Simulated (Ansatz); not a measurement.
**CH8AlBSn: one species, many methods**

How much do the methods differ for CH8AlBSn? The plan is to run it at one geometry with functionals of several rungs and with coupled cluster. The yardstick is the atomisation energy at the CCSD(T) limit.

Method: functionals in def2-TZVPP, the program's frozen cores in correlated methods; program: Ansatz 0.2.0, Gaussian basis.

Plan: LDA (SPW92), PBE-D4, revPBE-D4, BLYP-D4, r2SCAN-D4, B97M-V, PBE0-D4, B3LYP-D4, r2SCANh-D4, r2SCAN0-D4, HSE06-D4, BHLYP-D4, CAM-B3LYP-D4, LC-ωPBE, ωB97X-V, ωB97M-V, B2PLYP, PBE-QIDH; CCSD(T)/def2-SVP; CCSD(T)/def2-TZVPP; MP2/def2-QZVPP; extrapolation to the limit; RPA on PBE.

## Step 1: Structure used throughout

All runs share one geometry, relaxed beforehand with PBE0-D4 in a triple-zeta def2 set. Sn takes the def2 core potential; no spin-orbit term is included.

SMILES `C[BH][SnH2][AlH2]`, 12 atoms, charge 0, spin multiplicity 1.

Atoms are counted from 1 here; the program's logs count them from 0.

Bond lengths: C1–B2 1.551 Å, C1–H5 1.090 Å, C1–H6 1.103 Å, C1–H7 1.095 Å, B2–Sn3 2.246 Å, B2–H8 1.199 Å, Sn3–Al4 2.659 Å, Sn3–H9 1.718 Å, Sn3–H10 1.714 Å, Al4–H11 1.589 Å, Al4–H12 1.590 Å. Angles: B2–C1–H5 116.8°, B2–C1–H6 105.6°, B2–C1–H7 111.9°, H5–C1–H6 107.6°, H5–C1–H7 109.7°, H6–C1–H7 104.4°, C1–B2–Sn3 123.6°, C1–B2–H8 118.8°, Sn3–B2–H8 117.4°, B2–Sn3–Al4 111.5°, B2–Sn3–H9 110.3°, B2–Sn3–H10 111.4°, Al4–Sn3–H9 108.1°, Al4–Sn3–H10 109.1°, H9–Sn3–H10 106.3°, Sn3–Al4–H11 121.3°, Sn3–Al4–H12 120.2°, H11–Al4–H12 118.5°.

## Step 2: LDA

This LDA is Slater exchange with PW92 correlation.

Input file in.yaml:

```yaml
crystal:
  periodic: [false, false, false]
  atoms:
    - {symbol: C, position_ang: [-1.300226, 1.794028, -0.295796]}
    - {symbol: B, position_ang: [-1.011354, 0.360912, -0.812557]}
    - {symbol: Sn, position_ang: [1.005377, -0.620678, -0.690764]}
    - {symbol: Al, position_ang: [1.315308, -1.926033, 1.604616]}
    - {symbol: H, position_ang: [-0.435699, 2.423188, -0.083627]}
    - {symbol: H, position_ang: [-1.855431, 1.662643, 0.647773]}
    - {symbol: H, position_ang: [-1.995704, 2.331432, -0.949462]}
    - {symbol: H, position_ang: [-1.924069, -0.301723, -1.220729]}
    - {symbol: H, position_ang: [2.248956, 0.558957, -0.804449]}
    - {symbol: H, position_ang: [1.252397, -1.708803, -1.992033]}
    - {symbol: H, position_ang: [1.098611, -3.497848, 1.697781]}
    - {symbol: H, position_ang: [1.678737, -1.131276, 2.933248]}
basis:
  gaussian: {orbitals: def2-TZVPP}
hamiltonian: {xc: lda}
output: {orbitals: {seedname: orbitals}}
```

The run is started by

```sh
$ ansatz run in.yaml --threads 4 --pin off --events-out ev --progress --plain --max-ram 10444MiB
```

The runs that follow: PBE-D4 (GGA); revPBE-D4 (GGA); BLYP-D4 (GGA); r2SCAN-D4 (meta-GGA); B97M-V (meta-GGA); B3LYP-D4 (hybrid); r2SCANh-D4 (hybrid); r2SCAN0-D4 (hybrid); HSE06-D4 (hybrid); BHLYP-D4 (hybrid); CAM-B3LYP-D4 (range-separated); LC-ωPBE (range-separated); ωB97X-V (range-separated); ωB97M-V (range-separated); B2PLYP (double hybrid); PBE-QIDH (double hybrid); CCSD(T) in def2-SVP; CCSD(T) in def2-TZVPP; MP2 in def2-QZVPP; RPA on PBE orbitals.

**Question.** What will the summary of the whole plan be? Wanted: atomisation energy, CCSD(T)/CBS; farthest beyond LDA; mean size of error, GGA; mean size of error, meta-GGA; mean size of error, hybrid; mean size of error, range-separated; mean size of error, double hybrid; gap, smallest and largest; T1 diagnostic.

As calculated:

| quantity | value |
| --- | --- |
| atomisation energy, CCSD(T)/CBS | 3556.7 kJ/mol |
| functionals within 35.6 kJ/mol (1.0 %) | PBE-D4, r2SCAN-D4, PBE0-D4, B3LYP-D4, r2SCANh-D4, r2SCAN0-D4, HSE06-D4, CAM-B3LYP-D4, LC-ωPBE, ωB97X-V, ωB97M-V |
| farthest beyond LDA | revPBE-D4 (-79.3 kJ/mol) |
| mean size of error, GGA | 48.8 kJ/mol |
| mean size of error, meta-GGA | 27.7 kJ/mol |
| mean size of error, hybrid | 23.0 kJ/mol |
| mean size of error, range-separated | 14.1 kJ/mol |
| mean size of error, double hybrid | 47.8 kJ/mol |
| gap, smallest and largest | 2.77 eV (LDA (SPW92)), 9.04 eV (LC-ωPBE) |
| T1 diagnostic | 0.0138 |
| triples share of the correlation energy | 3.1 % |

LDA overbinds by 402.9 kJ/mol (11 %). PBE-D4 is off by -12.8 kJ/mol. Double hybrids carry the basis error of their MP2 part in triple zeta, and no dispersion term here, so their miss is partly the set-up's. The rungs range-separated, hybrid, meta-GGA miss on average by less than the doubt on the reference (35.6 kJ/mol), so they tie. The reference freezes the cores and leaves out spin-orbit coupling and excitations past (T), and its outer-core shells are covered unevenly, so misses under about 35.6 kJ/mol can't be ranked. All levels share the lack of spin-orbit coupling, which lowers the free heavy atoms and so the true binding. Hartree-Fock recovers 76 % of the binding; the rest is correlation. CCSD(T) in def2-SVP is off by -191.6 kJ/mol, which most functionals beat. Orbital gaps span 2.8 to 9.0 eV; exact exchange widens them. Correlated methods include outer-core shells of Sn, which these sets cover unevenly.
